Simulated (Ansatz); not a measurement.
# CHBr₃: one species, many methods

The task here is to estimate one member of a computed series from the others.

The runs use Ansatz 0.2.0, Gaussian basis; functionals in def2-TZVPP, the program's frozen cores in correlated methods.

Levels to be run: LDA (SPW92), PBE-D4, revPBE-D4, BLYP-D4, r2SCAN-D4, B97M-V, PBE0-D4, B3LYP-D4, r2SCANh-D4, r2SCAN0-D4, HSE06-D4, BHLYP-D4, CAM-B3LYP-D4, LC-ωPBE, ωB97X-V, ωB97M-V, B2PLYP, PBE-QIDH; CCSD(T)/def2-SVP; CCSD(T)/def2-TZVPP; MP2/def2-QZVPP; extrapolation to the limit; RPA on PBE.

### Structure used throughout

All runs share one geometry, relaxed beforehand with PBE0-D4 in a triple-zeta def2 set.

SMILES `BrC(Br)Br`, 5 atoms, charge 0, spin multiplicity 1.

Atoms are counted from 1 here; the program's logs count them from 0.

Bond lengths: Br1–C2 1.922 Å, C2–Br3 1.922 Å, C2–Br4 1.922 Å, C2–H5 1.083 Å. Angles: Br1–C2–Br3 111.8°, Br1–C2–Br4 111.8°, Br1–C2–H5 107.1°, Br3–C2–Br4 111.8°, Br3–C2–H5 107.1°, Br4–C2–H5 107.1°.

Set-up of the first run:

The input, in.yaml:

```yaml
crystal:
  periodic: [false, false, false]
  atoms:
    - {symbol: Br, position_ang: [-0.678532, 0.301694, 1.738165]}
    - {symbol: C, position_ang: [0.069953, 0.097555, -0.020629]}
    - {symbol: Br, position_ang: [1.208401, -1.447054, -0.136137]}
    - {symbol: Br, position_ang: [-1.291548, 0.082948, -1.377561]}
    - {symbol: H, position_ang: [0.691726, 0.964858, -0.203839]}
basis:
  gaussian: {orbitals: def2-TZVPP}
hamiltonian: {xc: lda}
output: {orbitals: {seedname: orbitals}}
```

On the command line:

```sh
ansatz run in.yaml --threads 4 --pin off --events-out ev --progress --plain --max-ram 10444MiB
```

Among the steps run: LDA; PBE-D4 (GGA); revPBE-D4 (GGA); BLYP-D4 (GGA); r2SCAN-D4 (meta-GGA); B97M-V (meta-GGA); B3LYP-D4 (hybrid); r2SCANh-D4 (hybrid); r2SCAN0-D4 (hybrid); HSE06-D4 (hybrid); BHLYP-D4 (hybrid); CAM-B3LYP-D4 (range-separated); LC-ωPBE (range-separated); ωB97X-V (range-separated); ωB97M-V (range-separated); B2PLYP (double hybrid); PBE-QIDH (double hybrid).

One of the session's tables, all rows but one given; the rest of the session is left out.

It belongs to the step «Orbital energies across the functionals». 

| functional | HOMO (eV) | LUMO (eV) | gap (eV) |
| --- | --- | --- | --- |
| LDA (SPW92) | -7.00 | -2.94 | 4.06 |
| PBE-D4 | -6.83 | -2.74 | 4.09 |
| revPBE-D4 | -6.78 | -2.66 | 4.12 |
| BLYP-D4 | -6.65 | -2.64 | 4.02 |
| r2SCAN-D4 | ? | ? | ? |
| B97M-V | -7.26 | -2.54 | 4.72 |
| PBE0-D4 | -8.12 | -1.80 | 6.32 |
| B3LYP-D4 | -7.85 | -2.05 | 5.80 |
| r2SCANh-D4 | -7.64 | -2.32 | 5.32 |
| r2SCAN0-D4 | -8.34 | -1.78 | 6.57 |
| HSE06-D4 | -7.73 | -2.19 | 5.54 |
| BHLYP-D4 | -9.25 | -0.77 | 8.48 |
| CAM-B3LYP-D4 | -9.44 | -0.66 | 8.78 |
| LC-ωPBE | -10.85 | 0.61 | 11.46 |
| ωB97X-V | -10.47 | 0.43 | 10.90 |
| ωB97M-V | -10.32 | 0.31 | 10.63 |

**Question.** Estimate the row for r2SCAN-D4.

Worked estimate for «HOMO (eV)». Against the share of exact exchange, r2SCANh-D4 (0.1, -7.64), r2SCAN0-D4 (0.25, -8.34) give a slope of -4.67 per unit share; at 0 the line stands at -7.17.

As computed: HOMO (eV): -7.17; LUMO (eV): -2.67; gap (eV): 4.50. In «HOMO (eV)» the line misses by 0.00.
